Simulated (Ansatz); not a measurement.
**CH₄B₂O: a ladder of functionals and wavefunction methods**

How much do the methods differ for CH₄B₂O? The plan is to run it at one geometry with functionals of several rungs and with coupled cluster. The yardstick is the atomisation energy at the CCSD(T) limit.

Computed with Ansatz 0.2.0, Gaussian basis. Level: functionals in def2-TZVPP, the program's frozen cores in correlated methods.

The runs, in order: LDA (SPW92), PBE-D4, revPBE-D4, BLYP-D4, r2SCAN-D4, B97M-V, PBE0-D4, B3LYP-D4, r2SCANh-D4, r2SCAN0-D4, HSE06-D4, BHLYP-D4, CAM-B3LYP-D4, LC-ωPBE, ωB97X-V, ωB97M-V, B2PLYP, PBE-QIDH; CCSD(T)/def2-SVP; CCSD(T)/def2-TZVPP; MP2/def2-QZVPP; extrapolation to the limit; RPA on PBE.

1 further run of the same task is left out (it didn't finish).

### Step 1. The geometry

The geometry comes from an earlier relaxation with PBE0-D4 in a triple-zeta def2 set; it is a stationary point, not always the lowest conformer.

SMILES `BB1CO1`, 8 atoms, charge 0, spin multiplicity 1.

Atoms are counted from 1 here; the program's logs count them from 0.

Bond lengths: B1–B2 1.641 Å, B1–H5 1.196 Å, B1–H6 1.196 Å, B2–C3 1.530 Å, B2–O4 1.342 Å, C3–O4 1.467 Å, C3–H7 1.086 Å, C3–H8 1.086 Å. Angles: B2–B1–H5 121.2°, B2–B1–H6 121.3°, H5–B1–H6 117.4°, B1–B2–C3 153.3°, B1–B2–O4 145.6°, C3–B2–O4 61.0°, B2–C3–O4 53.2°, B2–C3–H7 121.5°, B2–C3–H8 121.5°, O4–C3–H7 113.5°, O4–C3–H8 113.5°, H7–C3–H8 115.5°, B2–O4–C3 65.8°.

Coordinates:

```xyz
8

B    -0.9540    1.2863   -0.3791
B    -0.1181   -0.1157   -0.2077
C     0.9247   -1.0123    0.4616
O     0.0633   -1.3610   -0.6735
H    -0.5380    2.1775   -1.0598
H    -1.9616    1.4867    0.2333
H     0.6977   -1.5699    1.3659
H     1.9780   -0.9486    0.2034
```

### Step 2. LDA

This LDA is Slater exchange with PW92 correlation.

in.yaml

```yaml
crystal:
  periodic: [false, false, false]
  atoms:
    - {symbol: B, position_ang: [-0.953969, 1.286278, -0.379095]}
    - {symbol: B, position_ang: [-0.118089, -0.115706, -0.207733]}
    - {symbol: C, position_ang: [0.924740, -1.012299, 0.461620]}
    - {symbol: O, position_ang: [0.063298, -1.361033, -0.673496]}
    - {symbol: H, position_ang: [-0.537988, 2.177455, -1.059764]}
    - {symbol: H, position_ang: [-1.961615, 1.486722, 0.233292]}
    - {symbol: H, position_ang: [0.697706, -1.569889, 1.365875]}
    - {symbol: H, position_ang: [1.978018, -0.948628, 0.203400]}
basis:
  gaussian: {orbitals: def2-TZVPP}
hamiltonian: {xc: lda}
output: {orbitals: {seedname: orbitals}}
```

Command:

```console
ansatz run in.yaml --threads 2 --pin off --events-out ev --progress --plain --max-ram 4352MiB
```

After this run come: PBE-D4 (GGA); revPBE-D4 (GGA); BLYP-D4 (GGA); r2SCAN-D4 (meta-GGA); B97M-V (meta-GGA); B3LYP-D4 (hybrid); r2SCANh-D4 (hybrid); r2SCAN0-D4 (hybrid); HSE06-D4 (hybrid); BHLYP-D4 (hybrid); CAM-B3LYP-D4 (range-separated); LC-ωPBE (range-separated); ωB97X-V (range-separated); ωB97M-V (range-separated); B2PLYP (double hybrid); PBE-QIDH (double hybrid); CCSD(T) in def2-SVP; CCSD(T) in def2-TZVPP; MP2 in def2-QZVPP; RPA on PBE orbitals.

Before running them: what should the planned runs give, taken together? Wanted: atomisation energy, CCSD(T)/CBS; farthest beyond LDA; mean size of error, GGA; mean size of error, meta-GGA; mean size of error, hybrid; mean size of error, range-separated; mean size of error, double hybrid; gap, smallest and largest; T1 diagnostic.

As calculated:

| quantity | value |
| --- | --- |
| atomisation energy, CCSD(T)/CBS | 3059.4 kJ/mol |
| functionals within 15.3 kJ/mol (0.5 %) | r2SCAN0-D4, B2PLYP |
| farthest beyond LDA | PBE-D4 (+119.7 kJ/mol) |
| mean size of error, GGA | 65.0 kJ/mol |
| mean size of error, meta-GGA | 59.4 kJ/mol |
| mean size of error, hybrid | 41.1 kJ/mol |
| mean size of error, range-separated | 42.1 kJ/mol |
| mean size of error, double hybrid | 12.7 kJ/mol |
| gap, smallest and largest | 3.45 eV (LDA (SPW92)), 10.77 eV (LC-ωPBE) |
| T1 diagnostic | 0.0165 |
| triples share of the correlation energy | 4.0 % |

The LDA atomisation energy is off by 493.0 kJ/mol (16 %): it overbinds. PBE-D4 misses by +119.7 kJ/mol. Double hybrids carry the basis error of their MP2 part in triple zeta, and no dispersion term here, so their miss is partly the set-up's. By mean error the best rung here is double hybrid (12.7 kJ/mol) and the worst beyond LDA is GGA (65.0 kJ/mol). Misses under about 15.3 kJ/mol are within the doubt on the reference itself, which lacks core-valence correlation, relativity and higher excitations. Hartree-Fock recovers 75 % of the binding; the rest is correlation. CCSD(T) in def2-SVP is off by -121.3 kJ/mol, so the small basis spoils what the method gains. The gap grows from 3.5 to 10.8 eV across the functionals, mostly with the share of exact exchange.
